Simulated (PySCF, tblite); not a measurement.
# CH10O2Si3: dynamics, then NMR shifts on frames, part 2 of 2

tblite 0.8.0 and PySCF 2.14.0. Atoms count from 0.

### 5 Shielding tensors: 625 fs, PBE0/pcSseg-1

The job: settings as JSON, then the geometry in Å.

```
{"job": {"kind": "nmr", "xc": "PBE0", "basis": "pcSseg-1", "pop": false}, "charge": 0, "multiplicity": 1}
C     -3.334700     0.801800     0.894600
Si    -2.313100    -0.805400     0.485200
O     -1.169400    -0.750700     1.626400
Si     0.327200    -0.327900     2.105000
O      1.246200    -0.489100     0.746000
Si     2.506600    -0.936000    -0.087100
H     -3.878200     1.211300     0.054000
H     -4.113400     0.648800     1.666000
H     -2.623800     1.491500     1.354000
H     -1.791100    -0.623200    -0.862600
H     -3.141200    -2.038400     0.593500
H      0.640300    -1.247200     3.177000
H      0.385600     1.006500     2.635800
H      1.912100    -1.635200    -1.225400
H      2.900200     0.390300    -0.360000
H      3.600600    -1.557700     0.545800
```

Method: GIAO PBE0/pcSseg-1 NMR shielding, non-relativistic, gas phase.

Log:

```text
coarse grid: 14336 points
cycle   1  E = -1062.2912745068  dE =  5.457e-01  |g| = 1.057e+00  |ddm| = 3.590e+00
cycle   2  E = -1061.9729619914  dE =  3.183e-01  |g| = 1.662e+00  |ddm| = 2.080e+00
cycle   3  E = -1062.4866226209  dE = -5.137e-01  |g| = 1.117e-01  |ddm| = 1.480e+00
cycle   4  E = -1062.4887005741  dE = -2.078e-03  |g| = 5.393e-02  |ddm| = 1.322e-01
cycle   5  E = -1062.4894114499  dE = -7.109e-04  |g| = 7.989e-03  |ddm| = 4.582e-02
cycle   6  E = -1062.4894259455  dE = -1.450e-05  |g| = 1.433e-03  |ddm| = 9.483e-03
cycle   7  E = -1062.4894261634  dE = -2.179e-07  |g| = 1.053e-03  |ddm| = 1.774e-03
final grid: 123128 points
cycle   8  E = -1062.5426303408  dE = -8.589e-06  |g| = 1.029e-02  |ddm| = 1.511e-02
cycle   9  E = -1062.5426063722  dE =  2.397e-05  |g| = 1.541e-02  |ddm| = 1.647e-02
cycle  10  E = -1062.5426494507  dE = -4.308e-05  |g| = 8.099e-04  |ddm| = 1.029e-02
cycle  11  E = -1062.5426495841  dE = -1.334e-07  |g| = 1.685e-04  |ddm| = 7.489e-04
cycle  12  E = -1062.5426495907  dE = -6.605e-09  |g| = 4.510e-05  |ddm| = 1.719e-04
cycle  13  E = -1062.5426495909  dE = -2.567e-10  |g| = 2.388e-05  |ddm| = 4.639e-05
converged SCF energy = -1062.5426495909

GIAO shielding tensors (ppm)
atom      isotropic    diamagn.    paramagn.     s11        s22        s33       span
  0 C      182.753     252.892     -70.140    163.535    189.577    195.145     31.610
  1 Si     378.262     880.330    -502.068    337.682    366.491    430.612     92.929
  2 O      277.169     401.960    -124.791    227.133    253.445    350.930    123.797
  3 Si     393.292     880.363    -487.071    369.410    393.540    416.927     47.517
  4 O      296.956     397.851    -100.894    227.967    291.008    371.894    143.927
  5 Si     391.307     882.224    -490.917    340.457    363.284    470.181    129.724
  6 H       31.605      30.331       1.274     27.326     28.489     39.001     11.675
  7 H       30.513      26.939       3.574     27.052     27.794     36.693      9.642
  8 H       31.276      33.026      -1.751     26.811     30.451     36.564      9.752
  9 H       26.349      32.707      -6.357     22.466     26.015     30.567      8.101
 10 H       26.170      28.548      -2.379     22.797     24.544     31.168      8.371
 11 H       26.917      28.625      -1.708     23.435     24.871     32.445      9.010
 12 H       26.861      30.747      -3.886     23.480     25.190     31.912      8.432
 13 H       26.350      30.824      -4.474     22.423     25.228     31.399      8.976
 14 H       26.693      31.464      -4.771     22.255     25.208     32.616     10.361
 15 H       27.001      29.935      -2.934     23.919     25.289     31.794      7.875
```

Run time: 18 s. Hardware: 1 thread, shared host.

This run: δ C0 4.2, Si1 -29.1, Si5 -42.1, Si3 -44.1, H10 5.55, H9 5.37 ppm.

### 6 NMR shieldings: 800 fs, PBE0/pcSseg-1

The job: settings as JSON, then the geometry in Å.

```
{"job": {"kind": "nmr", "xc": "PBE0", "basis": "pcSseg-1", "pop": false}, "charge": 0, "multiplicity": 1}
C     -3.073700     0.997400     1.407200
Si    -2.301800    -0.658100     1.023700
O     -1.007400    -0.489200     2.030500
Si     0.543400    -0.186400     2.259700
O      1.489800    -0.722400     1.098500
Si     2.778000    -1.086600     0.165800
H     -4.155000     0.960000     1.520400
H     -2.712800     1.359300     2.338800
H     -2.842800     1.654200     0.610100
H     -1.946000    -0.831200    -0.397700
H     -3.001300    -1.795100     1.423400
H      0.645500    -0.994300     3.461500
H      0.592700     1.259000     2.387700
H      3.000100    -2.469500     0.560900
H      2.161300    -0.885000    -1.138900
H      3.979400    -0.218900     0.463700
```

Method: GIAO PBE0/pcSseg-1 NMR shielding, non-relativistic, gas phase.

Log:

```text
coarse grid: 14336 points
cycle   1  E = -1062.2826629704  dE =  6.154e-01  |g| = 1.080e+00  |ddm| = 3.606e+00
cycle   2  E = -1061.9415279578  dE =  3.411e-01  |g| = 1.709e+00  |ddm| = 2.230e+00
cycle   3  E = -1062.4877545023  dE = -5.462e-01  |g| = 1.167e-01  |ddm| = 1.609e+00
cycle   4  E = -1062.4899672141  dE = -2.213e-03  |g| = 5.591e-02  |ddm| = 1.299e-01
cycle   5  E = -1062.4907000822  dE = -7.329e-04  |g| = 9.759e-03  |ddm| = 4.584e-02
cycle   6  E = -1062.4907161963  dE = -1.611e-05  |g| = 3.846e-03  |ddm| = 1.012e-02
cycle   7  E = -1062.4907186974  dE = -2.501e-06  |g| = 9.297e-04  |ddm| = 3.280e-03
final grid: 123128 points
cycle   8  E = -1062.5443616169  dE = -9.949e-06  |g| = 1.062e-02  |ddm| = 1.559e-02
cycle   9  E = -1062.5443385033  dE =  2.311e-05  |g| = 1.552e-02  |ddm| = 1.675e-02
cycle  10  E = -1062.5443818458  dE = -4.334e-05  |g| = 9.495e-04  |ddm| = 1.045e-02
cycle  11  E = -1062.5443820334  dE = -1.876e-07  |g| = 1.512e-04  |ddm| = 8.452e-04
cycle  12  E = -1062.5443820391  dE = -5.669e-09  |g| = 2.716e-05  |ddm| = 1.597e-04
cycle  13  E = -1062.5443820392  dE = -1.405e-10  |g| = 4.502e-06  |ddm| = 3.152e-05
converged SCF energy = -1062.5443820392

GIAO shielding tensors (ppm)
atom      isotropic    diamagn.    paramagn.     s11        s22        s33       span
  0 C      190.224     253.768     -63.544    164.758    196.821    209.094     44.336
  1 Si     369.419     881.481    -512.062    330.827    352.885    424.545     93.718
  2 O      258.492     404.507    -146.015    184.172    230.927    360.377    176.205
  3 Si     403.089     882.002    -478.913    392.852    397.931    418.484     25.632
  4 O      291.566     397.900    -106.334    242.203    275.473    357.023    114.820
  5 Si     386.889     880.397    -493.508    353.812    360.308    446.548     92.736
  6 H       31.625      27.283       4.341     27.566     27.880     39.427     11.861
  7 H       31.862      31.896      -0.034     26.919     30.855     37.811     10.892
  8 H       31.658      33.918      -2.260     27.672     29.487     37.814     10.142
  9 H       26.419      32.540      -6.121     23.152     25.568     30.537      7.385
 10 H       27.410      31.079      -3.669     23.711     25.656     32.863      9.152
 11 H       26.664      28.651      -1.987     22.139     25.338     32.515     10.376
 12 H       26.687      31.965      -5.278     22.603     25.776     31.683      9.080
 13 H       26.254      28.684      -2.430     22.559     24.898     31.304      8.745
 14 H       26.188      31.573      -5.385     22.148     25.297     31.120      8.973
 15 H       25.859      27.995      -2.136     22.823     24.439     30.315      7.492
```

Wall time 18 s (1 thread, shared host).

Key values: δ C0 -3.3, Si1 -20.3, Si5 -37.7, Si3 -53.9, H15 5.86, H14 5.53 ppm.

### 7 NMR shieldings: 1000 fs, PBE0/pcSseg-1

The job: settings as JSON, then the geometry in Å.

```
{"job": {"kind": "nmr", "xc": "PBE0", "basis": "pcSseg-1", "pop": false}, "charge": 0, "multiplicity": 1}
C     -2.616300     1.994300     1.431900
Si    -2.468900     0.070000     1.469000
O     -1.070000    -0.504700     2.077700
Si     0.556400    -0.287800     2.100200
O      1.174600    -0.753800     0.700100
Si     2.299400    -1.375600    -0.280800
H     -3.096400     2.152000     0.493200
H     -3.153300     2.474200     2.286000
H     -1.608800     2.487600     1.318200
H     -2.764800    -0.186500     0.127300
H     -3.358100    -0.480500     2.338200
H      0.909500    -1.311200     3.100500
H      1.172600     1.004200     2.351400
H      2.968100    -2.548300     0.203400
H      1.642000    -1.736800    -1.599000
H      3.163100    -0.210600    -0.451100
```

With the program's defaults for keys left out, this is: GIAO PBE0/pcSseg-1 NMR shielding, non-relativistic, gas phase.

Log:

```text
coarse grid: 14336 points
cycle   1  E = -1062.2987888472  dE =  5.194e-01  |g| = 1.039e+00  |ddm| = 3.590e+00
cycle   2  E = -1061.9870801792  dE =  3.117e-01  |g| = 1.643e+00  |ddm| = 2.031e+00
cycle   3  E = -1062.4863767866  dE = -4.993e-01  |g| = 1.177e-01  |ddm| = 1.454e+00
cycle   4  E = -1062.4887546559  dE = -2.378e-03  |g| = 5.658e-02  |ddm| = 1.383e-01
cycle   5  E = -1062.4895075064  dE = -7.529e-04  |g| = 1.228e-02  |ddm| = 4.740e-02
cycle   6  E = -1062.4895323429  dE = -2.484e-05  |g| = 4.587e-03  |ddm| = 1.181e-02
cycle   7  E = -1062.4895360582  dE = -3.715e-06  |g| = 7.829e-04  |ddm| = 3.614e-03
final grid: 123128 points
cycle   8  E = -1062.5428209120  dE = -7.678e-06  |g| = 1.045e-02  |ddm| = 1.475e-02
cycle   9  E = -1062.5427955853  dE =  2.533e-05  |g| = 1.573e-02  |ddm| = 1.675e-02
cycle  10  E = -1062.5428404274  dE = -4.484e-05  |g| = 8.485e-04  |ddm| = 1.069e-02
cycle  11  E = -1062.5428405707  dE = -1.433e-07  |g| = 1.921e-04  |ddm| = 7.821e-04
cycle  12  E = -1062.5428405785  dE = -7.768e-09  |g| = 5.309e-05  |ddm| = 1.710e-04
cycle  13  E = -1062.5428405788  dE = -3.492e-10  |g| = 2.550e-05  |ddm| = 4.894e-05
converged SCF energy = -1062.5428405788

GIAO shielding tensors (ppm)
atom      isotropic    diamagn.    paramagn.     s11        s22        s33       span
  0 C      184.064     259.287     -75.223    166.805    185.523    199.863     33.058
  1 Si     371.081     880.754    -509.673    313.270    358.118    441.855    128.585
  2 O      269.239     399.776    -130.538    215.089    259.363    333.264    118.175
  3 Si     395.712     880.453    -484.741    381.748    394.768    410.619     28.872
  4 O      289.706     398.242    -108.537    232.519    276.737    359.860    127.341
  5 Si     395.612     880.444    -484.833    346.227    372.320    468.288    122.062
  6 H       31.823      32.888      -1.066     27.521     29.590     38.357     10.836
  7 H       30.204      27.142       3.062     26.432     27.059     37.121     10.689
  8 H       30.440      34.091      -3.651     26.523     29.019     35.779      9.256
  9 H       27.187      32.960      -5.773     22.863     26.853     31.846      8.983
 10 H       27.833      30.233      -2.400     23.390     26.484     33.626     10.236
 11 H       26.675      28.206      -1.531     22.653     25.263     32.110      9.457
 12 H       26.498      30.389      -3.891     23.092     25.061     31.341      8.250
 13 H       26.796      28.995      -2.199     23.610     25.063     31.715      8.106
 14 H       26.042      30.008      -3.966     22.799     24.846     30.480      7.681
 15 H       26.427      29.847      -3.420     22.629     24.864     31.786      9.157
```

Wall time 18 s (1 thread, shared host).

Key values: δ C0 2.9, Si1 -21.9, Si5 -46.5, Si3 -46.6, H14 5.68, H15 5.29 ppm.

### 8 Side by side: NMR shifts

Shifts (ppm) of some atoms, chosen among heavy atoms and hydrogens apart, with basis size and wall time:

```csv
frame,H8,H7,Si1,Si5,Si3,O2,O4,functions,time
250 fs,0.82,-1.14,-21.0,-26.7,-39.3,67.5,49.1,173,19 s
425 fs,2.09,0.80,-12.1,-43.2,-53.8,61.3,51.8,173,19 s
625 fs,0.44,1.20,-29.1,-42.1,-44.1,58.9,39.1,173,18 s
800 fs,0.06,-0.14,-20.3,-37.7,-53.9,77.6,44.5,173,18 s
1000 fs,1.28,1.51,-21.9,-46.5,-46.6,66.8,46.4,173,18 s
```

### 9 Outcome

What follows sums up all 2 parts.

| quantity | value |
| --- | --- |
| thermostat | 300 K |
| mean temperature, second half | 294 K |
| mean potential energy above the minimum | 0.56 eV |
| 13C shifts against TMS (PBE0/pcSseg-1, 250 fs) | -4.2 ppm |
| 1H shifts against TMS (PBE0/pcSseg-1, 250 fs) | 5.71, 5.49, 5.22, 5.10, 5.04, 4.97, 4.22, 0.82, -0.72, -1.14 ppm |
| 29Si shifts against TMS (PBE0/pcSseg-1, 250 fs) | -21.0, -26.7, -39.3 ppm |
| 17O shifts against H2O (PBE0/pcSseg-1, 250 fs) | 67.5, 49.1 ppm |
| range of the shift of Si5 | -46.5 to -26.7 ppm |

What this shows: In the second half the potential energy averages 0.56 eV above the minimum; equipartition over 42 harmonic modes at 300 K would give 0.54 eV. With 16 atoms the temperature swings widely (174 to 442 K). Shifts at one fixed geometry are not the observed spectrum, which averages over the motion. In the first frame run (250 fs): The largest span, 169 ppm, is at O4, where the paramagnetic term is -115 ppm. In ppm, Si5 moves most: its shift spreads over 19.8 ppm, from -46.5 (1000 fs) to -26.7 (250 fs).
